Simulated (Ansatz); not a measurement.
A nudged elastic band was laid between two geometries of a periodic cell of 15 atoms, Al8N7 (host AlN, host structure P6_3mc, one N atom removed), cell charge -1.

Theory: DFT PBE, scalar-relativistic, plane waves, PAW (Ansatz 0.2.0). Settings: PAW set soft_1, cutoff 420 eV, k mesh 2x3x3, gaussian smearing 0.02 eV, no spin polarisation.

```
movable images  : 5
climbing image  : yes
spring          : 1.0 eV/Å²
optimiser       : quadratic models (default)
start path      : IDPP
force threshold : 0.05 eV/Å
iteration limit : 58
end points      : relaxed
```

Image 0:

```xyz
15
Lattice="-3.1100 -5.3867 0.0000 4.6650 -2.6933 0.0000 0.0000 0.0000 4.9800" Properties=species:S:1:pos:R:3
Al 1.513 -4.493 0.060
Al -0.250 -3.526 2.482
N 1.410 -4.374 1.945
N -0.031 -3.615 4.412
Al -0.007 -1.804 -0.056
Al 3.089 -3.629 2.494
N 0.014 -1.744 1.826
N 3.081 -3.604 4.403
Al 3.112 -1.792 0.010
Al 1.642 -0.876 2.295
N 3.250 -1.839 1.922
N 1.552 -0.965 4.208
Al -1.521 -4.629 0.081
Al 1.696 -6.176 2.552
N 1.577 -6.306 4.501
```

Image 6:

```xyz
15
Lattice="-3.1100 -5.3867 0.0000 4.6650 -2.6933 0.0000 0.0000 0.0000 4.9800" Properties=species:S:1:pos:R:3
Al 1.446 -4.426 0.045
Al -0.081 -3.544 2.573
N 1.523 -4.471 2.001
N -1.590 -4.494 1.832
Al 0.055 -1.896 -0.082
Al 3.108 -3.604 2.527
N -0.012 -1.763 1.832
N 3.117 -3.613 4.427
Al 3.128 -1.806 0.016
Al 1.550 -0.895 2.451
N 3.116 -1.799 1.917
N 1.598 -0.922 4.335
Al -1.441 -4.486 -0.082
Al 1.565 -6.277 2.527
N 1.578 -6.280 4.427
```

(1) Which bonds break or form, and what moves?

(2) What energy profile does the band end with?

(3) What is the geometry of the highest image?

Answers

(1) Contacts lost: Al1–N4, N4–Al5. Contacts made: N4–Al10, N4–Al14. The atom that moves furthest is N4, by 3.14 Å; four of its nearest neighbours are Al5 1.88, Al1 1.88, Al13 1.92, Al2 1.94 Å at the first end and Al10 1.89, Al14 1.90, Al13 1.92, Al2 1.93 Å at the last.

(2) The forces met the threshold. The highest image is number 3 of 0 to 6, 1.91 eV above the first end and 1.73 eV above the last; the last end lies 0.17 eV above the first. The profile has 2 maxima (images 1, 3) with wells between them (image 2): this band takes more than one step, which may be the mechanism or a detour left from its start path. Neighbouring images differ by up to 1.4 eV, so the band resolves the path poorly. By the program's own check the climbing image is a first-order saddle point (lowest curvatures found: -5.12 and 4.05 eV/Å²). Limits of this set-up: coarse k mesh, no spin, though dangling bonds at a vacancy may carry it, a small cell, in which the defect meets its images, charged cell in a uniform background, uncorrected.

```
image  path coordinate (Å)  energy (eV)  Al1–N4 (Å)  N4–Al5 (Å)  N4–Al10 (Å)
    0                 0.00         0.00        1.88        1.88         3.68
    1                 1.10         0.49        1.88        1.89         3.69
    2                 2.20         0.46        1.99        2.07         3.15
    3                 3.30         1.91        2.57        3.10         2.00
    4                 4.32         0.60        3.55        3.53         1.89
    5                 5.34         0.60        3.91        3.67         1.86
    6                 6.36         0.17        3.52        3.62         1.89
```

(3) 
```xyz
15
Lattice="-3.1100 -5.3867 0.0000 4.6650 -2.6933 0.0000 0.0000 0.0000 4.9800" Properties=species:S:1:pos:R:3
Al 1.398 -4.474 -0.093
Al 0.076 -3.523 2.004
N 1.715 -4.517 1.819
N -0.680 -4.355 3.380
Al -0.086 -1.834 0.103
Al 3.151 -3.540 2.510
N 0.095 -1.605 1.987
N 3.040 -3.623 4.389
Al 3.023 -1.818 0.041
Al 1.685 -0.663 2.627
N 3.114 -1.740 1.924
N 1.434 -1.043 4.474
Al -1.644 -4.500 -0.035
Al 1.656 -6.301 2.452
N 1.416 -6.289 4.358
```

Run time: 16 min on 1 thread of Arm Neoverse V1, with other jobs on the host, peak memory 0.55 GiB.
